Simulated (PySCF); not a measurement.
**GeH₂⁺: a ladder of methods and rigid scans**

Aim: at the PBE0 minimum of doublet GeH₂⁺, found before, compare methods on energies and levels. Rigid scans about the minimum follow.

The runs use PySCF 2.14.0; several methods, basis Ge def2-TZVP, H def2-TZVP, no relativity, density fitting.

## 1. The system as given

3 atoms, charge 1, spin multiplicity 2.

Bond lengths: Ge1–H2 1.552 Å, Ge1–H3 1.552 Å. Angles: H2–Ge1–H3 120.9°.

```xyz
3
charge 1 multiplicity 2
Ge    0.0000    0.0000   -0.0207
H     1.3497    0.0000    0.7445
H    -1.3497    0.0000    0.7445
```

## 2. PBE0

One driver script runs all steps and calls PySCF; scf.py shows the equivalent input of each level. Each SCF starts from the density of the minimum. The driver also runs the species with one electron less or more at the same geometry (one less: multiplicity 1, one more: multiplicity 1); their logs are not shown.

scf.py

```python
from pyscf import gto, scf, dft
mol = gto.M(atom='''
Ge     0.000000     0.000000    -0.020687
H      1.349746     0.000000     0.744525
H     -1.349746     0.000000     0.744525''',
    basis={'Ge': 'def2-TZVP', 'H': 'def2-TZVP'},
    charge=1, spin=1)
mf = dft.UKS(mol, xc='PBE0')
mf.grids.atom_grid = (75, 302)
aux = {'Ge': 'def2-universal-JKFIT', 'H': 'def2-universal-JKFIT'}
mf = mf.density_fit(auxbasis=aux)
mf.conv_tol = 1e-08
mf.diis_space = 10
mf.max_cycle = 60
mf.verbose = 4
mf.kernel()
```

The run is started by

```bash
OMP_NUM_THREADS=2 python axn.py task.json out
```

What it wrote:

```text
init E= -2077.54715251527
[... the frontier-level lines of each cycle are left out ...]
cycle= 1 E= -2077.54715251527  delta_E= 3.64e-12  |g|= 8.9e-06  |ddm|= 6.04e-06
Extra cycle  E= -2077.54715251526  delta_E= 4.09e-12  |g|= 1.02e-05  |ddm|= 6.85e-06
converged SCF energy = -2077.54715251526  <S^2> = 0.75258269  2S+1 = 2.002581
```

This level, with the species of one electron less or more, took 1.2 s on 2 threads of Intel Xeon Platinum 8259CL at 2.50GHz (Skylake/Cascade Lake), shared host.

- energy: -2077.547153 Eh
- one electron less (charge +2): -2076.908381 Eh (singlet, ⟨S²⟩ 0.00)
- one electron more (charge +0): -2077.855434 Eh (singlet, ⟨S²⟩ 0.00)
- Mulliken charge of Ge1: +0.60 e

## 3. HF

scf.py, as its differences from that of step 2:

```diff
@@ -8,2 +8 @@
-mf = dft.UKS(mol, xc='PBE0')
-mf.grids.atom_grid = (75, 302)
+mf = scf.UHF(mol)
```

What it wrote:

```text
init E= -2076.17044598978
[... the frontier-level lines of each cycle are left out ...]
cycle= 1 E= -2076.18306496503  delta_E= -0.0126  |g|= 0.0845  |ddm|= 0.145
cycle= 2 E= -2076.18431469332  delta_E= -0.00125  |g|= 0.048  |ddm|= 0.0728
cycle= 3 E= -2076.18468858863  delta_E= -0.000374  |g|= 0.00807  |ddm|= 0.0194
cycle= 4 E= -2076.18476127915  delta_E= -7.27e-05  |g|= 0.00175  |ddm|= 0.0156
cycle= 5 E= -2076.18476861964  delta_E= -7.34e-06  |g|= 0.000508  |ddm|= 0.00471
cycle= 6 E= -2076.18476928732  delta_E= -6.68e-07  |g|= 0.000208  |ddm|= 0.00121
cycle= 7 E= -2076.18476941363  delta_E= -1.26e-07  |g|= 6.33e-05  |ddm|= 0.000696
cycle= 8 E= -2076.18476942589  delta_E= -1.23e-08  |g|= 1.91e-05  |ddm|= 0.000268
cycle= 9 E= -2076.18476942693  delta_E= -1.04e-09  |g|= 3.12e-06  |ddm|= 8.39e-05
Extra cycle  E= -2076.18476942695  delta_E= -2e-11  |g|= 1.57e-06  |ddm|= 4.03e-06
converged SCF energy = -2076.18476942695  <S^2> = 0.75786785  2S+1 = 2.0078524
```

This level, with the species of one electron less or more, took under 0.5 s.

| Quantity | Value |
| --- | --- |
| energy | -2076.184769 Eh |
| one electron less (charge +2) | -2075.562673 Eh (singlet, ⟨S²⟩ 0.00) |
| one electron more (charge +0) | -2076.456622 Eh (singlet, ⟨S²⟩ 0.00) |
| Mulliken charge of Ge1 | +0.62 e |

## 4. PBE

scf.py, as its differences from that of step 3:

```diff
@@ -8 +8,2 @@
-mf = scf.UHF(mol)
+mf = dft.UKS(mol, xc='PBE')
+mf.grids.atom_grid = (75, 302)
```

What it wrote:

```text
init E= -2077.49003920067
[... the frontier-level lines of each cycle are left out ...]
cycle= 1 E= -2077.49129705489  delta_E= -0.00126  |g|= 0.0707  |ddm|= 0.0729
cycle= 2 E= -2077.49084078716  delta_E= 0.000456  |g|= 0.0922  |ddm|= 0.053
cycle= 3 E= -2077.49190833618  delta_E= -0.00107  |g|= 0.00223  |ddm|= 0.0325
cycle= 4 E= -2077.49191171574  delta_E= -3.38e-06  |g|= 0.000263  |ddm|= 0.00352
cycle= 5 E= -2077.49191177009  delta_E= -5.43e-08  |g|= 6.11e-05  |ddm|= 0.00036
cycle= 6 E= -2077.4919117725  delta_E= -2.41e-09  |g|= 4.85e-06  |ddm|= 8.66e-05
Extra cycle  E= -2077.49191177252  delta_E= -1.91e-11  |g|= 3.1e-06  |ddm|= 9.8e-06
converged SCF energy = -2077.49191177252  <S^2> = 0.75148042  2S+1 = 2.0014799
```

This level, with the species of one electron less or more, took 3.2 s.

```
energy                        : -2077.491912 Eh
one electron less (charge +2) : -2076.855478 Eh (singlet, ⟨S²⟩ 0.00)
one electron more (charge +0) : -2077.801143 Eh (singlet, ⟨S²⟩ 0.00)
Mulliken charge of Ge1        : +0.61 e
```

## 5. CCSD(T)

scf.py, as its differences from that of step 4:

```diff
@@ -8,2 +8 @@
-mf = dft.UKS(mol, xc='PBE')
-mf.grids.atom_grid = (75, 302)
+mf = scf.UHF(mol)
@@ -16,0 +16,3 @@
+from pyscf import cc
+mycc = cc.CCSD(mf, frozen=9).run()
+mycc.ccsd_t()
```

The SCF cycles repeat those of step 3.

What it wrote:

```text
CCSD nocc = (np.int64(8), np.int64(7)), nmo = (51, 51)
Init t2, MP2 energy = -0.199332377864625
UCCSD converged
E(UCCSD) = -2076.397427247524  E_corr = -0.2126578205725202
UCCSD(T) correction = -0.00615955020799968
```

This level, with the species of one electron less or more, took 16 s.

- energy: -2076.403587 Eh
- one electron less (charge +2): -2075.771886 Eh (singlet, ⟨S²⟩ 0.00)
- one electron more (charge +0): -2076.714169 Eh (singlet, ⟨S²⟩ 0.00)
- MP2 correlation in its own fitting basis (same spin, opposite spin): -0.19967 Eh (-0.05518, -0.14449)
- CCSD, (T): -0.21266, -0.00616 Eh; T1 0.012, D1 0.039

## 6. r2SCAN

scf.py, as its differences from that of step 5:

```diff
@@ -8 +8,2 @@
-mf = scf.UHF(mol)
+mf = dft.UKS(mol, xc='R2SCAN')
+mf.grids.atom_grid = (90, 434)
@@ -16,3 +16,0 @@
-from pyscf import cc
-mycc = cc.CCSD(mf, frozen=9).run()
-mycc.ccsd_t()
```

What it wrote:

```text
init E= -2077.79633000847
[... the frontier-level lines of each cycle are left out ...]
cycle= 1 E= -2077.79697908356  delta_E= -0.000649  |g|= 0.00918  |ddm|= 0.048
cycle= 2 E= -2077.79697463981  delta_E= 4.44e-06  |g|= 0.0118  |ddm|= 0.0102
cycle= 3 E= -2077.79699419318  delta_E= -1.96e-05  |g|= 0.00027  |ddm|= 0.00456
cycle= 4 E= -2077.79699426807  delta_E= -7.49e-08  |g|= 0.000102  |ddm|= 0.00057
cycle= 5 E= -2077.79699427585  delta_E= -7.78e-09  |g|= 2.5e-05  |ddm|= 0.000164
Extra cycle  E= -2077.7969942767  delta_E= -8.44e-10  |g|= 2.25e-05  |ddm|= 5.65e-05
converged SCF energy = -2077.7969942767  <S^2> = 0.75366003  2S+1 = 2.0036567
```

This level, with the species of one electron less or more, took 7.5 s on 2 threads of Intel Xeon Platinum 8259CL at 2.50GHz (Skylake/Cascade Lake), shared host.

* energy: -2077.796994 Eh
* one electron less (charge +2): -2077.152538 Eh (singlet, ⟨S²⟩ 0.00)
* one electron more (charge +0): -2078.105329 Eh (singlet, ⟨S²⟩ 0.00)
* Mulliken charge of Ge1: +0.62 e

## 7. B3LYP

scf.py, as its differences from that of step 6:

```diff
@@ -8,2 +8,2 @@
-mf = dft.UKS(mol, xc='R2SCAN')
-mf.grids.atom_grid = (90, 434)
+mf = dft.UKS(mol, xc='B3LYP')
+mf.grids.atom_grid = (75, 302)
```

What it wrote:

```text
init E= -2077.86161773588
[... the frontier-level lines of each cycle are left out ...]
cycle= 1 E= -2077.86212974699  delta_E= -0.000512  |g|= 0.0254  |ddm|= 0.0502
cycle= 2 E= -2077.86210957336  delta_E= 2.02e-05  |g|= 0.0299  |ddm|= 0.0224
cycle= 3 E= -2077.86222510236  delta_E= -0.000116  |g|= 0.000629  |ddm|= 0.011
cycle= 4 E= -2077.86222591608  delta_E= -8.14e-07  |g|= 0.000218  |ddm|= 0.00181
cycle= 5 E= -2077.86222598647  delta_E= -7.04e-08  |g|= 6.32e-05  |ddm|= 0.000528
cycle= 6 E= -2077.8622259918  delta_E= -5.33e-09  |g|= 1.46e-05  |ddm|= 0.00016
Extra cycle  E= -2077.86222599191  delta_E= -1.08e-10  |g|= 1.49e-05  |ddm|= 3.67e-05
converged SCF energy = -2077.86222599191  <S^2> = 0.7524626  2S+1 = 2.0024611
```

This level, with the species of one electron less or more, took 2.6 s.

| Quantity | Value |
| --- | --- |
| energy | -2077.862226 Eh |
| one electron less (charge +2) | -2077.220885 Eh (singlet, ⟨S²⟩ 0.00) |
| one electron more (charge +0) | -2078.176244 Eh (singlet, ⟨S²⟩ 0.00) |
| Mulliken charge of Ge1 | +0.64 e |

## 8. TPSSh

scf.py, as its differences from that of step 7:

```diff
@@ -8,2 +8,2 @@
-mf = dft.UKS(mol, xc='B3LYP')
-mf.grids.atom_grid = (75, 302)
+mf = dft.UKS(mol, xc='TPSSH')
+mf.grids.atom_grid = (90, 434)
```

What it wrote:

```text
init E= -2077.77997131368
[... the frontier-level lines of each cycle are left out ...]
cycle= 1 E= -2077.78024583456  delta_E= -0.000275  |g|= 0.049  |ddm|= 0.0464
cycle= 2 E= -2077.78006674737  delta_E= 0.000179  |g|= 0.0618  |ddm|= 0.045
cycle= 3 E= -2077.7805852054  delta_E= -0.000518  |g|= 0.000489  |ddm|= 0.0235
cycle= 4 E= -2077.7805854566  delta_E= -2.51e-07  |g|= 0.000242  |ddm|= 0.00113
cycle= 5 E= -2077.78058551217  delta_E= -5.56e-08  |g|= 6.54e-05  |ddm|= 0.000452
cycle= 6 E= -2077.78058551819  delta_E= -6.02e-09  |g|= 1.65e-05  |ddm|= 0.000163
Extra cycle  E= -2077.78058551841  delta_E= -2.19e-10  |g|= 1.43e-05  |ddm|= 3.04e-05
converged SCF energy = -2077.78058551841  <S^2> = 0.75281536  2S+1 = 2.0028134
```

This level, with the species of one electron less or more, took 8.1 s.

```
energy                        : -2077.780586 Eh
one electron less (charge +2) : -2077.140885 Eh (singlet, ⟨S²⟩ 0.00)
one electron more (charge +0) : -2078.089273 Eh (singlet, ⟨S²⟩ 0.00)
Mulliken charge of Ge1        : +0.63 e
```

## 9. wB97X

scf.py, as its differences from that of step 8:

```diff
@@ -8,2 +8,2 @@
-mf = dft.UKS(mol, xc='TPSSH')
-mf.grids.atom_grid = (90, 434)
+mf = dft.UKS(mol, xc='WB97X')
+mf.grids.atom_grid = (75, 302)
```

What it wrote:

```text
init E= -2077.84994767731
[... the frontier-level lines of each cycle are left out ...]
cycle= 1 E= -2077.85055468533  delta_E= -0.000607  |g|= 0.0181  |ddm|= 0.053
cycle= 2 E= -2077.85058831851  delta_E= -3.36e-05  |g|= 0.0172  |ddm|= 0.0164
cycle= 3 E= -2077.85062575939  delta_E= -3.74e-05  |g|= 0.00123  |ddm|= 0.00579
cycle= 4 E= -2077.85062831219  delta_E= -2.55e-06  |g|= 0.00033  |ddm|= 0.00265
cycle= 5 E= -2077.85062859115  delta_E= -2.79e-07  |g|= 0.000102  |ddm|= 0.000965
cycle= 6 E= -2077.85062861917  delta_E= -2.8e-08  |g|= 2.58e-05  |ddm|= 0.000378
cycle= 7 E= -2077.85062862085  delta_E= -1.69e-09  |g|= 5.02e-06  |ddm|= 0.000104
Extra cycle  E= -2077.85062862089  delta_E= -4.23e-11  |g|= 2.7e-06  |ddm|= 9.35e-06
converged SCF energy = -2077.85062862089  <S^2> = 0.75288303  2S+1 = 2.002881
```

This level, with the species of one electron less or more, took 3.3 s.

```
energy                        : -2077.850629 Eh
one electron less (charge +2) : -2077.215677 Eh (singlet, ⟨S²⟩ 0.00)
one electron more (charge +0) : -2078.165384 Eh (singlet, ⟨S²⟩ 0.00)
Mulliken charge of Ge1        : +0.59 e
```

## 10. HSE06

scf.py, as its differences from that of step 9:

```diff
@@ -8 +8 @@
-mf = dft.UKS(mol, xc='WB97X')
+mf = dft.UKS(mol, xc='HSE06')
```

What it wrote:

```text
init E= -2077.54054164573
[... the frontier-level lines of each cycle are left out ...]
cycle= 1 E= -2077.54057660684  delta_E= -3.5e-05  |g|= 0.0133  |ddm|= 0.0154
cycle= 2 E= -2077.54057069697  delta_E= 5.91e-06  |g|= 0.0148  |ddm|= 0.00945
cycle= 3 E= -2077.54059805876  delta_E= -2.74e-05  |g|= 0.000366  |ddm|= 0.00522
cycle= 4 E= -2077.54059813059  delta_E= -7.18e-08  |g|= 9.69e-05  |ddm|= 0.00058
cycle= 5 E= -2077.540598144  delta_E= -1.34e-08  |g|= 2.47e-05  |ddm|= 0.00024
cycle= 6 E= -2077.54059814508  delta_E= -1.07e-09  |g|= 7.08e-06  |ddm|= 6.67e-05
Extra cycle  E= -2077.54059814512  delta_E= -4.37e-11  |g|= 3.44e-06  |ddm|= 1.25e-05
converged SCF energy = -2077.54059814512  <S^2> = 0.75259747  2S+1 = 2.0025958
```

This level, with the species of one electron less or more, took 5 s on 2 threads of Intel Xeon Platinum 8259CL at 2.50GHz (Skylake/Cascade Lake), shared host.

| Quantity | Value |
| --- | --- |
| energy | -2077.540598 Eh |
| one electron less (charge +2) | -2076.901219 Eh (singlet, ⟨S²⟩ 0.00) |
| one electron more (charge +0) | -2077.850208 Eh (singlet, ⟨S²⟩ 0.00) |
| Mulliken charge of Ge1 | +0.60 e |

The dipole of an ion depends on the origin, here the centre of mass.

## 11. All levels side by side

| level | vertical ionisation energy (eV) | vertical electron affinity (eV) | −ε(HOMO) (eV) | gap (eV) | dipole (D) | wall time |
| --- | --- | --- | --- | --- | --- | --- |
| PBE0 | 17.38 | 8.39 | 14.54 | 3.73 | 0.47 | 1.2 s |
| HF | 16.93 | 7.40 | 17.49 | 10.52 | 0.35 | under 0.5 s |
| PBE | 17.32 | 8.41 | 13.39 | 1.50 | 0.50 | 3.2 s |
| CCSD(T) | 17.19 | 8.45 | – | – | – | 16 s |
| r2SCAN | 17.54 | 8.39 | 13.80 | 2.41 | 0.47 | 7.5 s |
| B3LYP | 17.45 | 8.54 | 14.31 | 2.98 | 0.45 | 2.6 s |
| TPSSh | 17.41 | 8.40 | 14.02 | 2.66 | 0.43 | 8.1 s |
| wB97X | 17.28 | 8.56 | 16.70 | 7.47 | 0.51 | 3.3 s |
| HSE06 | 17.40 | 8.42 | 14.13 | 2.90 | 0.47 | 5 s |

Times are for 2 threads of Intel Xeon Platinum 8259CL at 2.50GHz (Skylake/Cascade Lake), shared host; PBE0 starts from its own converged density, so its time is not comparable. A dash stands where a species or a free atom was not run at that level, or the quantity is not defined.

## 12. Breathing scan

A rigid scan with PBE0: all bonds to the central atom are scaled together. Each point starts from its neighbour's orbitals, and energies count from the minimum. Dipoles of the ion refer to the centre of mass.

```tsv
scale of all bonds to the centre	energy (kJ/mol)	dipole size (D)	⟨S²⟩
0.88	68.5	0.44	0.75
0.92	27.4	0.45	0.75
0.96	6.2	0.46	0.75
1.00	0.0	0.47	0.75
1.04	5.0	0.49	0.75
1.08	18.3	0.50	0.75
1.14	48.6	0.51	0.76
1.22	99.9	0.51	0.76
1.35	190.5	0.49	0.79
```

The scan took 12 s.

## 13. Stretching one bond

A rigid scan with PBE0: the bond from Ge to the last atom (H) is scaled and the rest held.

```tsv
scale of one bond	energy (kJ/mol)	dipole size (D)	⟨S²⟩
0.92	14.2	0.47	0.75
0.96	3.2	0.47	0.75
1.00	0.0	0.47	0.75
1.05	4.0	0.48	0.75
1.12	19.7	0.51	0.75
1.20	45.5	0.55	0.76
1.35	97.8	0.73	0.78
1.55	144.8	0.99	0.81
1.80	167.8	0.89	0.77
2.20	180.5	0.50	0.75
```

The scan took 14 s.

## 14. Bending curve

A rigid scan with PBE0: the H–Ge–H angle changes, with bonds held.

```tsv
bond angle (°)	energy (kJ/mol)	dipole size (D)	⟨S²⟩
80	87.2	0.05	0.75
90	47.3	0.14	0.75
100	20.7	0.24	0.75
110	5.4	0.35	0.75
120	0.0	0.46	0.75
130	3.5	0.57	0.75
140	15.0	0.67	0.75
150	33.2	0.74	0.75
160	56.2	0.73	0.75
170	78.5	0.52	0.75
180	88.6	0.00	0.76
```

The scan took 13 s on 2 threads of Intel Xeon Platinum 8259CL at 2.50GHz (Skylake/Cascade Lake), shared host.

## 15. Bend–stretch map

A rigid scan with PBE0: rows scale both bonds, columns set the H–Ge–H angle.

Energy (kJ/mol):

```tsv
scale \ angle	90	105	120	135	150	165	180
0.94	68.0	28.9	14.8	21.2	43.9	74.2	90.4
0.97	53.6	16.3	3.5	10.9	34.9	67.5	85.7
1.00	47.3	11.7	0.0	8.3	33.2	68.0	88.6
1.03	47.5	13.6	2.9	11.8	37.4	74.3	97.5
1.06	52.8	20.5	10.7	20.1	46.2	84.7	111.2
1.10	66.2	35.9	27.1	36.8	63.0	103.1	135.2
```

The map took 48 s.

Best bond scale on the grid: 1.00 at 90°, 1.00 at 105°, 1.00 at 120°, 1.00 at 135°, 1.00 at 150°, 0.97 at 165°, 0.97 at 180°.

## 16. Map over both bonds

A rigid scan with PBE0: rows scale the first bond (Ge–H), columns the second (Ge–H).

Energy (kJ/mol):

```tsv
scale \ scale	0.94	0.97	1.00	1.04	1.09	1.15
0.94	14.7	9.1	7.6	10.5	20.2	37.6
0.97	9.1	3.4	1.8	4.6	14.0	31.1
1.00	7.6	1.8	0.0	2.6	11.8	28.7
1.04	10.5	4.6	2.6	5.0	14.0	30.5
1.09	20.2	14.0	11.8	14.0	22.6	38.7
1.15	37.6	31.1	28.7	30.5	38.7	54.5
```

The map took 41 s.

## 17. Outcome

```
                                    quantity                        value
         vertical ionisation energy, CCSD(T)                     17.19 eV
         vertical electron affinity, CCSD(T)                      8.45 eV
                          orbital gap, range  1.50 (PBE) to 10.52 (HF) eV
                                      T1, D1                 0.012, 0.039
T1, D1 of the species with one electron less                 0.012, 0.037
T1, D1 of the species with one electron more                 0.012, 0.030
                        all bonds 4 % longer                   5.0 kJ/mol
                        one bond 20 % longer                  45.5 kJ/mol
                    linear shape, bonds held                  88.6 kJ/mol
```

In words: Against CCSD(T), the vertical ionisation energy is best met by wB97X (+0.09 eV) and worst by r2SCAN (+0.35 eV). CCSD(T) took 16 s, about 5 times as long as wB97X (3.3 s), which misses it by 0.09 eV. For the vertical electron affinity, HSE06 comes nearest to CCSD(T) (-0.03 eV) and HF is farthest (-1.05 eV). PBE's −ε(HOMO), 13.4 eV, falls 3.8 eV short of the ionisation energy, while its energy difference gives 17.3 eV. Shortening all bonds by 4 % costs 6.2 kJ/mol and lengthening them 5.0: the wall is steeper on the short side. Held rigid otherwise, the linear shape costs 89 kJ/mol.
